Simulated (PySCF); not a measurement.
# GeH3O2F (SMILES [OH][GeH]([OH])[F]) at CAM-B3LYP/def2-SVP

Aim: the vertical singlet–triplet gap of GeH3O2F at CAM-B3LYP/def2-SVP, from 2 runs. 

Program for the calculation: PySCF 2.14.0.

**1. The system as given**

The species is GeH3O2F (7 atoms), meant as a singlet with charge 0. As SMILES, `[OH][GeH]([OH])[F]`. The coordinates come from a PBE0-D4/def2-TZVP relaxation. This is one conformer, not always the lowest.

Bond lengths: O1–Ge2 1.758 Å, Ge2–O3 1.748 Å, Ge2–F4 1.736 Å, O1–H5 0.961 Å, Ge2–H6 1.522 Å, O3–H7 0.961 Å. Angles: O1–Ge2–O3 108.4°, O1–Ge2–F4 104.7°, O3–Ge2–F4 110.1°, O1–Ge2–H6 116.0°, O3–Ge2–H6 108.9°, F4–Ge2–H6 108.5°, Ge2–O1–H5 112.4°, Ge2–O3–H7 112.8°.

**2. A single-point energy at CAM-B3LYP/def2-SVP**

Input file job.py:

```python
from pyscf import gto, dft

mol = gto.M(
    atom='''
O   -0.352900   1.140300  -0.859300
Ge  -0.107500  -0.026800   0.432400
O    1.518200  -0.656000   0.307600
F   -1.260300  -1.284500   0.113200
H   -1.209200   1.041800  -1.283900
H   -0.331400   0.485800   1.847500
H    1.804400  -0.768700  -0.603100
''',
    spin=0,
    verbose=4,
    charge=0,
    max_memory=1860,
    basis='def2-svp',
)

mf = dft.RKS(mol)
mf.xc = 'cam-b3lyp'
mf.conv_tol = 1e-10
mf.grids.level = 2
mf.kernel()
if not mf.converged:
    mf = mf.newton().run(mf.mo_coeff, mf.mo_occ)

e_tot = mf.e_tot
print('E(%s) = %.9f' % ('CAM-B3LYP', e_tot))
```

Started as:

```bash
$ OMP_NUM_THREADS=1 python job.py
```

Standard output:

```text
PySCF version 2.14.0

[INPUT] num. atoms = 7
[INPUT] num. electrons = 60
[INPUT] charge = 0
[INPUT] spin (= nelec alpha-beta = 2S) = 0
[INPUT] symmetry False subgroup None
[INPUT] Mole.unit = angstrom
[INPUT] Symbol           X                Y                Z      unit          X                Y                Z       unit  Magmom
[INPUT]  1 O     -0.352900000000   1.140300000000  -0.859300000000 AA   -0.666884349359   2.154854699842  -1.623841658839 Bohr   0.0
[INPUT]  2 Ge    -0.107500000000  -0.026800000000   0.432400000000 AA   -0.203145558391  -0.050644660138   0.817117576262 Bohr   0.0
[INPUT]  3 O      1.518200000000  -0.656000000000   0.307600000000 AA    2.868982202315  -1.239660337715   0.581279755916 Bohr   0.0
[INPUT]  4 F     -1.260300000000  -1.284500000000   0.113200000000 AA   -2.381621834789  -2.427353207004   0.213916997301 Bohr   0.0
[INPUT]  5 H     -1.209200000000   1.041800000000  -1.283900000000 AA   -2.285056829824   1.968716676572  -2.426219371329 Bohr   0.0
[INPUT]  6 H     -0.331400000000   0.485800000000   1.847500000000 AA   -0.626255237681   0.918028951314   3.491269015134 Bohr   0.0
[INPUT]  7 H      1.804400000000  -0.768700000000  -0.603100000000 AA    3.409821819165  -1.452632471953  -1.139693825725 Bohr   0.0

nuclear repulsion = 327.327915220427
number of shells = 39
number of NR pGTOs = 167
number of NR cGTOs = 89
basis = def2-svp
ecp = {}

******** <class 'pyscf.dft.rks.RKS'> ********
method = RKS
initial guess = minao
damping factor = 0
level_shift factor = 0
DIIS = <class 'pyscf.scf.diis.CDIIS'>
diis_start_cycle = 1
diis_space = 8
diis_damp = 0
SCF conv_tol = 1e-10
SCF conv_tol_grad = None
SCF max_cycles = 50
direct_scf = True
direct_scf_tol = 1e-13
XC library pyscf.dft.libxc version 7.0.0
    S. Lehtola, C. Steigemann, M. J.T. Oliveira, and M. A.L. Marques.,  SoftwareX 7, 1–5 (2018)
XC functionals = cam-b3lyp
    T. Yanai, D. P. Tew, and N. C. Handy.,  Chem. Phys. Lett. 393, 51 (2004)
radial grids:
    Treutler-Ahlrichs [JCP 102, 346 (1995); DOI:10.1063/1.469408] (M4) radial grids

becke partition: Becke, JCP 88, 2547 (1988); DOI:10.1063/1.454033
pruning grids: <function nwchem_prune>
grids dens level: 2
symmetrized grids: False
atomic radii adjust function: <function treutler_atomic_radii_adjust>
small_rho_cutoff = 0
Set gradient conv threshold to 1e-05
Initial guess from minao.
tot grids = 63176
init E= -2328.2809704467
  HOMO = -0.413333086819434  LUMO = -0.0319309037682385  gap/eV = 10.37848
cycle= 1 E= -2328.53689623278  delta_E= -0.256  |g|= 1.16  |ddm|= 2.68
  HOMO = -0.257156767004776  LUMO = 0.0670704741940304  gap/eV = 8.82267
cycle= 2 E= -2328.38556206853  delta_E= 0.151  |g|= 1.53  |ddm|= 1.84
  HOMO = -0.394413780054729  LUMO = 0.0474226740851105  gap/eV = 12.02298
cycle= 3 E= -2328.7730232056  delta_E= -0.387  |g|= 0.0365  |ddm|= 1.05
  HOMO = -0.3891829366603  LUMO = 0.0539523102058905  gap/eV = 12.05832
cycle= 4 E= -2328.77327019466  delta_E= -0.000247  |g|= 0.0156  |ddm|= 0.0393
  HOMO = -0.39009628291356  LUMO = 0.0539159902901245  gap/eV = 12.08219
cycle= 5 E= -2328.7733011306  delta_E= -3.09e-05  |g|= 0.00987  |ddm|= 0.0165
  HOMO = -0.389980859917281  LUMO = 0.0540040376826427  gap/eV = 12.08144
cycle= 6 E= -2328.77331816049  delta_E= -1.7e-05  |g|= 0.000882  |ddm|= 0.00718
  HOMO = -0.389989630255414  LUMO = 0.0539949590577966  gap/eV = 12.08144
cycle= 7 E= -2328.77331840344  delta_E= -2.43e-07  |g|= 0.000222  |ddm|= 0.00137
  HOMO = -0.390014712443151  LUMO = 0.0539868972066841  gap/eV = 12.08190
cycle= 8 E= -2328.7733184112  delta_E= -7.76e-09  |g|= 9.08e-05  |ddm|= 0.000221
  HOMO = -0.390002248846147  LUMO = 0.053990035177562  gap/eV = 12.08165
cycle= 9 E= -2328.7733184127  delta_E= -1.5e-09  |g|= 2.82e-05  |ddm|= 9.1e-05
  HOMO = -0.390005408517064  LUMO = 0.0539899321089763  gap/eV = 12.08173
cycle= 10 E= -2328.77331841286  delta_E= -1.57e-10  |g|= 1.2e-05  |ddm|= 3e-05
  HOMO = -0.390004652503147  LUMO = 0.0539899706676286  gap/eV = 12.08171
cycle= 11 E= -2328.77331841291  delta_E= -4.64e-11  |g|= 1.3e-06  |ddm|= 1.15e-05
  HOMO = -0.390004731461016  LUMO = 0.0539900924064116  gap/eV = 12.08171
Extra cycle  E= -2328.77331841291  delta_E= 9.09e-13  |g|= 1.3e-06  |ddm|= 2.49e-06
converged SCF energy = -2328.77331841291
E(CAM-B3LYP) = -2328.773318413
```

Run time: 13 s. Hardware: 1 thread of Arm Neoverse V2, shared host; peak memory 0.39 GiB.

**3. The triplet at the same level**

Input file run.py:

```python
from pyscf import gto, dft

system = gto.M(
    atom='''
O       -0.352900       1.140300      -0.859300
Ge      -0.107500      -0.026800       0.432400
O        1.518200      -0.656000       0.307600
F       -1.260300      -1.284500       0.113200
H       -1.209200       1.041800      -1.283900
H       -0.331400       0.485800       1.847500
H        1.804400      -0.768700      -0.603100
''',
    spin=2,
    basis='def2-svp',
    max_memory=1860,
    verbose=3,
)

myscf = dft.UKS(system)
myscf.xc = 'cam-b3lyp'
myscf.conv_tol = 1e-10
myscf.grids.level = 2
myscf.kernel()
if not myscf.converged:
    myscf = myscf.newton().run(myscf.mo_coeff, myscf.mo_occ)

e_tot = myscf.e_tot
print(f'total energy: {e_tot:.8f} hartree')
```

Started as:

```bash
$ OMP_NUM_THREADS=1 python run.py
```

Standard output:

```text
WARN: HOMO -0.0319309037682061 >= LUMO -0.413333086819444

WARN: HOMO -0.0959719487604724 >= LUMO -0.203777908361243

WARN: HOMO -0.109609527671354 >= LUMO -0.266314013742596

WARN: HOMO -0.111557998283773 >= LUMO -0.250002842690392

WARN: HOMO -0.11187506182669 >= LUMO -0.239032966742833

WARN: HOMO -0.112286722499884 >= LUMO -0.238689369539785

WARN: HOMO -0.112893753206987 >= LUMO -0.234706485381925

WARN: HOMO -0.114071859806463 >= LUMO -0.233808347378447

WARN: HOMO -0.116300235049053 >= LUMO -0.232499031819364

WARN: HOMO -0.122421971048115 >= LUMO -0.228058202122923

WARN: HOMO -0.119586959976523 >= LUMO -0.233412981512879

WARN: HOMO -0.126562784495966 >= LUMO -0.227099118221986

WARN: HOMO -0.122508356571116 >= LUMO -0.230900029627221

WARN: HOMO -0.123805427316664 >= LUMO -0.230703185264677

WARN: HOMO -0.12481459642534 >= LUMO -0.229734579608286

WARN: HOMO -0.124155392389725 >= LUMO -0.230425275914478

WARN: HOMO -0.124871669583982 >= LUMO -0.229849199092465

WARN: HOMO -0.124436366434642 >= LUMO -0.230231898716334

WARN: HOMO -0.12441980048149 >= LUMO -0.230218526820499

WARN: HOMO -0.124383686635091 >= LUMO -0.230221162771508

WARN: HOMO -0.124390750219237 >= LUMO -0.230212735255703

WARN: HOMO -0.124398246569144 >= LUMO -0.230223223470011

WARN: HOMO -0.12439315206581 >= LUMO -0.23022349880649

WARN: HOMO -0.124399001883742 >= LUMO -0.230225834812968

WARN: HOMO -0.12439924815795 >= LUMO -0.230228137286835

WARN: HOMO -0.124397596000683 >= LUMO -0.230226388181157

WARN: HOMO -0.124397896041494 >= LUMO -0.230228230804222

WARN: HOMO -0.124397060812538 >= LUMO -0.230228116830342

WARN: HOMO -0.12439658082884 >= LUMO -0.230228042313375

WARN: HOMO -0.124396561744269 >= LUMO -0.230228061373511

converged SCF energy = -2328.49383346328  <S^2> = 2.0084638  2S+1 = 3.0056372
total energy: -2328.49383346 hartree
```

It took 40 s on 1 thread of Arm Neoverse V2, shared host; peak memory 0.4 GiB.

**4. Outcome**

At CAM-B3LYP/def2-SVP:

```
                                        quantity           value
                           singlet: total energy  -2328.77332 Eh
                          singlet: dipole moment          1.22 D
                            singlet: HOMO energy       -10.61 eV
                            singlet: LUMO energy         1.47 eV
                          singlet: HOMO–LUMO gap        12.08 eV
                           triplet: total energy  -2328.49383 Eh
                          triplet: dipole moment          2.01 D
     triplet: HOMO energy (highest over α and β)        -3.39 eV
                                   triplet: ⟨S²⟩           2.008
vertical energy of the triplet above the singlet        7.605 eV
```

What this shows: At this shape the triplet lies 7.61 eV (734 kJ/mol) above the singlet.
